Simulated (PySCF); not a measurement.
# C7H8 (cycloheptatriene) at 6 levels

We compute a comparison of 6 runs (HF/STO-3G, HF/3-21G, B2PLYP/6-31G*, B3LYP/6-31G*, wB97M-V/6-31G*, SCS-MP2/6-31G*) of C7H8 (cycloheptatriene). Input form: a Python script.

The calculation is run with PySCF 2.14.0.

1 further run of the same task is left out (set aside as unsound or not needed).

**1. Starting point**

C7H8 has 15 atoms, charge 0, and is taken as a singlet. As SMILES, `C1=CC=CCC=C1`. Geometry: relaxed at GFN2-xTB.

Bond lengths: C1–C2 1.351 Å, C2–C3 1.436 Å, C3–C4 1.338 Å, C4–C5 1.495 Å, C5–C6 1.496 Å, C1–C7 1.435 Å, C6–C7 1.338 Å, C1–H8 1.083 Å, C2–H9 1.083 Å, C3–H10 1.083 Å, C4–H11 1.081 Å, C5–H12 1.088 Å, C5–H13 1.094 Å, C6–H14 1.082 Å, C7–H15 1.083 Å. Some angles: C1–C2–C3 124.6°, C2–C1–C7 124.6°, C2–C3–C4 124.7°, C3–C4–C5 121.2°, C4–C5–C6 103.9°, C5–C6–C7 121.2°, C1–C7–C6 124.7°, C1–C2–H9 118.5°, C3–C2–H9 116.3°, C2–C1–H8 118.5°.

**2. The energy at HF/STO-3G (run 1)**

mol.xyz reads:

```xyz
15
C7H8
C     -0.827980    -0.064080     1.392350
C      0.473590    -0.412190     1.494730
C      1.309830    -0.778210     0.386650
C      1.221320    -0.251130    -0.840490
C      0.334040     0.920110    -1.118100
C     -1.047120     0.354740    -1.018700
C     -1.563560    -0.010270     0.160820
H     -1.404630     0.050810     2.301950
H      0.891280    -0.563820     2.482550
H      2.038960    -1.555300     0.579710
H      1.795330    -0.661440    -1.659530
H      0.525420     1.348200    -2.099770
H      0.478000     1.685140    -0.349460
H     -1.622920     0.251260    -1.928340
H     -2.601560    -0.313810     0.215620
```

job.py reads:

```python
from pyscf import gto

mol = gto.Mole()
mol.atom = 'mol.xyz'
mol.verbose = 4
mol.charge = 0
mol.spin = 0
mol.max_memory = 1860
mol.basis = 'sto-3g'
mol.build()

myscf = mol.RHF()
myscf.conv_tol = 1e-10
myscf.kernel()
if not myscf.converged:
    myscf = myscf.newton().run(myscf.mo_coeff, myscf.mo_occ)

energy = myscf.e_tot
print('E = %.10f Eh' % energy)
```

The run is started by

```sh
$ OMP_NUM_THREADS=1 python job.py
```

The log of the run:

```text
PySCF version 2.14.0

[... 69 lines left out ...]
converged SCF energy = -266.398774395852
E = -266.3987743959 Eh
```

Wall time 1.3 s (1 thread of Intel Xeon at 2.70GHz, shared host); peak memory 0.12 GiB.

**3. A single-point energy at HF/3-21G (run 2)**

job.py reads:

```python
from pyscf import gto

mol = gto.Mole()
mol.atom = '''
C     -0.827980    -0.064080     1.392350
C      0.473590    -0.412190     1.494730
C      1.309830    -0.778210     0.386650
C      1.221320    -0.251130    -0.840490
C      0.334040     0.920110    -1.118100
C     -1.047120     0.354740    -1.018700
C     -1.563560    -0.010270     0.160820
H     -1.404630     0.050810     2.301950
H      0.891280    -0.563820     2.482550
H      2.038960    -1.555300     0.579710
H      1.795330    -0.661440    -1.659530
H      0.525420     1.348200    -2.099770
H      0.478000     1.685140    -0.349460
H     -1.622920     0.251260    -1.928340
H     -2.601560    -0.313810     0.215620
'''
mol.verbose = 3
mol.basis = '3-21g'
mol.max_memory = 1860
mol.build()

hf = mol.RHF()
hf.conv_tol = 1e-10
hf.kernel()
if not hf.converged:
    hf = hf.newton().run(hf.mo_coeff, hf.mo_occ)

energy = hf.e_tot
print(f'total energy: {energy:.8f} hartree')
```

The run is started by

```sh
$ OMP_NUM_THREADS=1 python job.py
```

The log of the run:

```text
converged SCF energy = -268.178669818335
total energy: -268.17866982 hartree
```

Wall time 1.7 s (1 thread of Intel Xeon at 2.70GHz, shared host); peak memory 0.16 GiB.

**4. A single-point energy at B2PLYP/6-31G(d) (spherical functions) (run 3)**

calc.py reads:

```python
# cycloheptatriene
from pyscf import gto, dft, mp

mol = gto.M(
    atom='''
C     -0.827980    -0.064080     1.392350
C      0.473590    -0.412190     1.494730
C      1.309830    -0.778210     0.386650
C      1.221320    -0.251130    -0.840490
C      0.334040     0.920110    -1.118100
C     -1.047120     0.354740    -1.018700
C     -1.563560    -0.010270     0.160820
H     -1.404630     0.050810     2.301950
H      0.891280    -0.563820     2.482550
H      2.038960    -1.555300     0.579710
H      1.795330    -0.661440    -1.659530
H      0.525420     1.348200    -2.099770
H      0.478000     1.685140    -0.349460
H     -1.622920     0.251260    -1.928340
H     -2.601560    -0.313810     0.215620
''',
    basis='6-31g*',
    verbose=3,
    spin=0,
    max_memory=1860,
)

mf = dft.RKS(mol)
mf.xc = '0.53*HF + 0.47*B88, 0.73*LYP'
mf.conv_tol = 1e-10
mf.grids.level = 5
mf.kernel()
if not mf.converged:
    mf = mf.newton().run(mf.mo_coeff, mf.mo_occ)

pt = mp.MP2(mf, frozen=7).run()
etot = mf.e_tot + 0.27 * pt.e_corr
print('PT2 part  %.8f' % (0.27 * pt.e_corr))
print('Final energy', etot)
```

The run is started by

```sh
$ OMP_NUM_THREADS=1 python calc.py
```

The log of the run:

```text
converged SCF energy = -270.882551518361
E(RMP2) = -271.970509061698  E_corr = -1.087957543337
E(SCS-RMP2) = -271.944065301268  E_corr = -1.06151378290657
PT2 part  -0.29374854
Final energy -271.1763000550621
```

Wall time 55 s (1 thread of Intel Xeon at 2.70GHz, shared host); peak memory 0.63 GiB.

Runs 4 to 5 aren't shown in full; the table further down has their settings and results.

**5. A single-point energy at SCS-MP2/6-31G(d) (spherical functions) (run 6)**

geometry.xyz reads:

```xyz
15

C     -0.827980    -0.064080     1.392350
C      0.473590    -0.412190     1.494730
C      1.309830    -0.778210     0.386650
C      1.221320    -0.251130    -0.840490
C      0.334040     0.920110    -1.118100
C     -1.047120     0.354740    -1.018700
C     -1.563560    -0.010270     0.160820
H     -1.404630     0.050810     2.301950
H      0.891280    -0.563820     2.482550
H      2.038960    -1.555300     0.579710
H      1.795330    -0.661440    -1.659530
H      0.525420     1.348200    -2.099770
H      0.478000     1.685140    -0.349460
H     -1.622920     0.251260    -1.928340
H     -2.601560    -0.313810     0.215620
```

calc.py reads:

```python
from pyscf import gto, mp

molecule = gto.Mole()
molecule.atom = 'geometry.xyz'
molecule.verbose = 3
molecule.charge = 0
molecule.basis = '6-31g*'
molecule.max_memory = 1860
molecule.build()

calc0 = molecule.RHF()
calc0.conv_tol = 1e-10
calc0.kernel()
if not calc0.converged:
    calc0 = calc0.newton().run(calc0.mo_coeff, calc0.mo_occ)

pt = mp.MP2(calc0, frozen=7).run()
e_final = calc0.e_tot + 1.2 * pt.e_corr_os + pt.e_corr_ss / 3
print(f'total energy: {e_final:.8f} hartree')
```

The run is started by

```sh
$ OMP_NUM_THREADS=1 python calc.py
```

The log of the run:

```text
converged SCF energy = -269.677713739038
E(RMP2) = -270.558779427377  E_corr = -0.881065688339274
E(SCS-RMP2) = -270.538460900768  E_corr = -0.860747161730203
total energy: -270.53846090 hartree
```

It took 6.3 s on 1 thread of Intel Xeon at 2.70GHz, shared host; peak memory 0.38 GiB.

**6. Overview of the runs**

```
run                                 level  frozen core orbitals  integration grid  energy (Eh)  dipole moment (D) of the reference  HOMO energy (eV)  LUMO energy (eV)  wall time
  1                             HF/STO-3G                     –                 –  -266.398774                                0.36             -6.63              6.38      1.3 s
  2                              HF/3-21G                     –                 –  -268.178670                                0.42             -8.30              3.38      1.7 s
  3   B2PLYP/6-31G* (spherical functions)                     7                 5  -271.176300                                0.34             -6.89              1.10       55 s
  4    B3LYP/6-31G* (spherical functions)                     –                 5  -271.501542                                0.32             -5.94             -0.50       45 s
  5  wB97M-V/6-31G* (spherical functions)                     –                 5  -271.372319                                0.32             -8.26              1.76    4.9 min
  6  SCS-MP2/6-31G* (spherical functions)                     7                 –  -270.538461                                0.38             -8.21              3.44      6.3 s
```

**7. What came out**

| quantity | value |
| --- | --- |
| run 6: total energy | -270.53846 Eh |
| run 6: dipole moment (Hartree–Fock density) | 0.38 D |
| run 6: HOMO energy (Hartree–Fock orbitals) | -8.21 eV |
| run 6: LUMO energy (Hartree–Fock orbitals) | 3.44 eV |
| run 6: HOMO–LUMO gap (Hartree–Fock orbitals) | 11.66 eV |
| run 6: correlation energy (7 core orbitals frozen) | -860.7 mEh |

Over runs 1, 2, 3, 4, 5 the dipole moment (its size) runs from 0.32 D (B3LYP/6-31G*) to 0.42 D (HF/3-21G). The two ends differ in method and basis. Over runs 1, 2, 3, 4, 5 the HOMO–LUMO gap runs from 5.44 eV (B3LYP/6-31G*) to 13.01 eV (HF/STO-3G). Totals of different functionals can't be ranked against each other. In run 1 the basis is minimal, so the values are rough. All runs together took 6.7 min, the longest 4.9 min.
